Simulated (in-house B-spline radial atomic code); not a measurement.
# Ir⁸⁺: binding energies from hole states

Wanted: ΔSCF binding energies of Ir⁸⁺.

The numbers are computed with in-house B-spline radial atomic code version 1 (Dirac-Hartree-Fock, average of configuration, Fermi nucleus, basis-set limit), except any that are marked as measured or tabulated.

## (1) What is computed

```
element       : iridium (Z = 77)
charge        : +8
electrons     : 69
configuration : [Xe] 4f14 5d1
Hamiltonian   : Dirac-Coulomb
nucleus       : Fermi, rms radius 5.403 fm
```

The outer shells:

[Xe] 4f14 5d1
```
[Xe] core
4f [↑↓][↑↓][↑↓][↑↓][↑↓][↑↓][↑↓]
5d [↑ ][  ][  ][  ][  ]
```

The boxes draw the filling by Hund's rule, which heavy ions in jj coupling don't follow; these runs average over all states of the configuration.

Input settings:

```ini
Z = 77
electrons = 69.0
configuration = [Xe] 4f14 5d1
hamiltonian = dirac
method = hf
spin_polarised = False
nucleus = fermi
rms_radius = 5.4032
mass_number = 193
atomic_mass = 192.962923753
speed_of_light = 137.035999084
```

This reference run was done before. Its total energy is -17831.607871 hartree, and its levels are (the highest eight at most):

```csv
orbital,occupation,energy (eV),<r> (bohr)
4d5/2,6,-443.51,0.4823
5s1/2,2,-231.44,0.9609
4f5/2,6,-205.16,0.5205
4f7/2,8,-201.86,0.5274
5p1/2,2,-190.55,1.023
5p3/2,4,-174.68,1.096
5d3/2,0.4,-122.16,1.296
5d5/2,0.6,-120.20,1.321
```

## (2) The 3d3/2 hole

In configurations, a minus sign after the shell means j = l − 1/2 and a plus sign j = l + 1/2; the count of electrons follows.

Input settings:

```ini
Z = 77
electrons = 68.0
configuration = 1s2 2s2 2p6 3s2 3p6 3d-3 3d+6 4s2 4p6 4d10 4f14 5s2 5p6 5d1
hamiltonian = dirac
method = hf
spin_polarised = False
nucleus = fermi
rms_radius = 5.4032
mass_number = 193
atomic_mass = 192.962923753
speed_of_light = 137.035999084
```

## (3) The 3d5/2 hole

The settings differ from step 2 so:

```diff
@@ -2,3 +2,3 @@
 electrons = 68.0
-configuration = 1s2 2s2 2p6 3s2 3p6 3d-3 3d+6 4s2 4p6 4d10 4f14 5s2 5p6 5d1
+configuration = 1s2 2s2 2p6 3s2 3p6 3d-4 3d+5 4s2 4p6 4d10 4f14 5s2 5p6 5d1
 hamiltonian = dirac
```

## (4) The 4s hole

The settings differ from step 3 so:

```diff
@@ -2,3 +2,3 @@
 electrons = 68.0
-configuration = 1s2 2s2 2p6 3s2 3p6 3d-4 3d+5 4s2 4p6 4d10 4f14 5s2 5p6 5d1
+configuration = 1s2 2s2 2p6 3s2 3p6 3d10 4s1 4p6 4d10 4f14 5s2 5p6 5d1
 hamiltonian = dirac
```

## (5) The 4p1/2 hole

The settings differ from step 4 so:

```diff
@@ -2,3 +2,3 @@
 electrons = 68.0
-configuration = 1s2 2s2 2p6 3s2 3p6 3d10 4s1 4p6 4d10 4f14 5s2 5p6 5d1
+configuration = 1s2 2s2 2p6 3s2 3p6 3d10 4s2 4p-1 4p+4 4d10 4f14 5s2 5p6 5d1
 hamiltonian = dirac
```

## (6) The 4p3/2 hole

The settings differ from step 5 so:

```diff
@@ -2,3 +2,3 @@
 electrons = 68.0
-configuration = 1s2 2s2 2p6 3s2 3p6 3d10 4s2 4p-1 4p+4 4d10 4f14 5s2 5p6 5d1
+configuration = 1s2 2s2 2p6 3s2 3p6 3d10 4s2 4p-2 4p+3 4d10 4f14 5s2 5p6 5d1
 hamiltonian = dirac
```

## (7) The 4d3/2 hole

The settings differ from step 6 so:

```diff
@@ -2,3 +2,3 @@
 electrons = 68.0
-configuration = 1s2 2s2 2p6 3s2 3p6 3d10 4s2 4p-2 4p+3 4d10 4f14 5s2 5p6 5d1
+configuration = 1s2 2s2 2p6 3s2 3p6 3d10 4s2 4p6 4d-3 4d+6 4f14 5s2 5p6 5d1
 hamiltonian = dirac
```

## (8) The 4d5/2 hole

The settings differ from step 7 so:

```diff
@@ -2,3 +2,3 @@
 electrons = 68.0
-configuration = 1s2 2s2 2p6 3s2 3p6 3d10 4s2 4p6 4d-3 4d+6 4f14 5s2 5p6 5d1
+configuration = 1s2 2s2 2p6 3s2 3p6 3d10 4s2 4p6 4d-4 4d+5 4f14 5s2 5p6 5d1
 hamiltonian = dirac
```

Q: What does each hole state cost in eV, and how does that compare with the orbital energies or single holes?

The runs gave:

| hole | ΔSCF (eV) | with Breit, QED, recoil (eV) | −ε of the parent (eV) | −ε less ΔSCF (eV) |
| --- | --- | --- | --- | --- |
| 3d3/2 | 2259.51 | 2255.83 | 2288.27 | 28.77 |
| 3d5/2 | 2182.64 | 2180.23 | 2210.75 | 28.11 |
| 4s | 837.02 | 834.73 | 846.13 | 9.12 |
| 4p1/2 | 723.73 | 721.75 | 732.73 | 9.01 |
| 4p3/2 | 638.19 | 637.15 | 646.08 | 7.89 |
| 4d3/2 | 452.12 | 451.66 | 459.84 | 7.71 |
| 4d5/2 | 436.15 | 435.96 | 443.51 | 7.36 |

Koopmans' values overshoot, as they freeze the orbitals; relaxation lowers the cost by 28.8 eV for 3d3/2 and 7.36 eV for 4d5/2. The spin-orbit splitting of the 3d hole is 75.60 eV with those corrections. Two partly filled shells share a symmetry and can mix in the average, which may lower the energy, in these hole states: 3d3/2; 3d5/2; 4d3/2; 4d5/2. Values are for the free ion, measured from the vacuum level.
